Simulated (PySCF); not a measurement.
# C₃H₈BrNSi: electronic excitations

What electronic excitations should C₃H₈BrNSi (`C/C=N/C[SiH2]Br`) show?

The runs use PySCF 2.14.0, with density-fitted response routines of our own; the level of theory stands in each step. All values are computed, except where a source is named. Atoms are numbered from 0 throughout.

### 1 The molecule as given

14 atoms, charge 0, multiplicity 1; geometry from: GFN2-xTB.

Bonds of the start (Å): C0–C1 1.49, C1–N2 1.26, N2–C3 1.42, C3–Si4 1.90, Si4–Br5 2.22, C0–H6 1.09, C0–H7 1.09, C0–H8 1.09, C1–H9 1.10, C3–H10 1.10, C3–H11 1.09, Si4–H12 1.45, Si4–H13 1.46.

### 2 Excited states and response: PBE0/def2-SVPD

Job settings and geometry (Å):

```
{"job": {"kind": "uv", "xc": "PBE0", "basis": "def2-SVPD", "nstates": 8, "ntriplets": 3}, "charge": 0, "multiplicity": 1}
C     -2.381294    -0.928542     0.433841
C     -1.243880    -0.002993     0.670567
N     -0.368679     0.194261    -0.207390
C      0.745443     1.043560     0.041280
Si     2.262032    -0.103365     0.054805
Br     4.060356     1.186243     0.223699
H     -2.281328    -1.401127    -0.538915
H     -2.409360    -1.689986     1.212351
H     -3.319952    -0.377123     0.474641
H     -1.218430     0.496943     1.652655
H      0.654758     1.622007     0.976312
H      0.825452     1.749971    -0.789323
H      2.399642    -0.841330    -1.188441
H      2.274562    -0.948990     1.241776
```

Level: TDDFT PBE0/def2-SVPD, vertical, gas phase, core orbitals frozen in the response.

The run is started by

```bash
> OMP_NUM_THREADS=1 python probes_run.py task.json out
```

One launch serves the whole session: the jobs run in the order shown.

The log of the run:

```text
coarse grid: 54184 points
cycle   1  E = -3036.3821535363  dE = -5.643e-01  |g| = 3.635e-01  |ddm| = 4.984e+00
cycle   2  E = -3036.3635307566  dE =  1.862e-02  |g| = 4.670e-01  |ddm| = 1.444e+00
cycle   3  E = -3036.4146619185  dE = -5.113e-02  |g| = 1.167e-01  |ddm| = 8.545e-01
cycle   4  E = -3036.4174401008  dE = -2.778e-03  |g| = 3.539e-02  |ddm| = 1.897e-01
cycle   5  E = -3036.4177392704  dE = -2.992e-04  |g| = 5.351e-03  |ddm| = 5.208e-02
cycle   6  E = -3036.4177438272  dE = -4.557e-06  |g| = 1.962e-03  |ddm| = 1.138e-02
final grid: 112592 points
cycle   7  E = -3036.4177464220  dE =  6.384e-07  |g| = 2.604e-03  |ddm| = 9.466e-03
cycle   8  E = -3036.4177447768  dE =  1.645e-06  |g| = 3.616e-03  |ddm| = 8.309e-03
cycle   9  E = -3036.4177481557  dE = -3.379e-06  |g| = 4.842e-04  |ddm| = 4.817e-03
cycle  10  E = -3036.4177482082  dE = -5.247e-08  |g| = 3.593e-05  |ddm| = 7.239e-04
cycle  11  E = -3036.4177482085  dE = -2.829e-10  |g| = 7.179e-06  |ddm| = 5.556e-05
converged SCF energy = -3036.4177482085

Static polarisability (au): isotropic 96.397, principal 75.590 81.072 132.529

Singlet excitations
state   eV       nm        f      main configurations
  1   5.0720    244.4   0.00333   H->L 0.91
  2   6.2733    197.6   0.17724   H-1->L 0.82
  3   6.5006    190.7   0.00605   H->L+1 0.69, H-2->L 0.14
  4   6.5696    188.7   0.00609   H-2->L 0.75, H->L+1 0.14
  5   6.9677    177.9   0.10371   H-1->L+1 0.87
  6   7.0124    176.8   0.02223   H->L+2 0.92
  7   7.1608    173.1   0.12018   H-3->L 0.82
  8   7.3357    169.0   0.01155   H-2->L+1 0.79, H-1->L+2 0.10

Triplet excitations (Tamm-Dancoff, eV): 4.3228 4.6573 6.1989
```

It took 45 s on 1 thread of Arm Neoverse V1, shared host; peak memory 0.86 GiB.

The orbitals next to the gap, with their largest atomic shares:

| orbital | eV | atoms |
| --- | --- | --- |
| HOMO−3 | -8.68 | Br5 55 %, N2 14 %, C1 9 % |
| HOMO−2 | -8.25 | Br5 78 %, Si4 12 %, H13 5 % |
| HOMO−1 | -7.86 | Br5 32 %, N2 16 %, C3 15 % |
| HOMO | -7.48 | N2 58 %, C1 12 %, C3 11 % |
| LUMO | -0.59 | C1 28 %, N2 23 %, Si4 12 % |
| LUMO+1 | 0.26 | Br5 25 %, Si4 24 %, N2 11 % |
| LUMO+2 | 0.60 | Si4 32 %, Br5 20 %, C3 8 % |

With each of the 8 states as a Gaussian band of 0.4 eV half-width at 1/e, the curve within the window shown has maxima at 244 nm (ε 140), 196 nm (ε 7,900), 175 nm (ε 10,000) L/(mol cm). Beyond the last state computed it falls off for lack of states. The curve at chosen wavelengths:

```tsv
nm	ε (L/mol/cm)
162	1793
167	5377
171	8538
176	9938
180	8797
185	7153
189	7074
194	7776
198	7667
203	6096
208	3803
212	2225
217	963
221	450
226	185
230	124
235	119
240	132
244	136
249	127
253	110
258	85
262	64
267	41
271	28
276	16
```

Further results of this job:

| property | computed |
| --- | --- |
| dipole moment (D) | 2.74 |
| polarisability (Å³) | 14.28 |
| HOMO–LUMO gap (eV) | 6.89 |
| −ε(HOMO) (eV) | 7.48 |

### 3 What came out

| quantity | value |
| --- | --- |
| lowest singlet (PBE0/def2-SVPD) | 5.07 eV (244 nm), f = 0.003 |
| brightest single state of those computed | state 2, 6.27 eV, f = 0.177 |
| lowest triplet | 4.32 eV |

In words: The first singlet state (HOMO→LUMO 0.91) lies at 5.07 eV and is weak; of the 8 states computed, the strongest absorption comes from state 2 at 6.27 eV. The lowest triplet lies 0.75 eV below the lowest singlet (triplets in Tamm-Dancoff, singlets in full TDDFT).
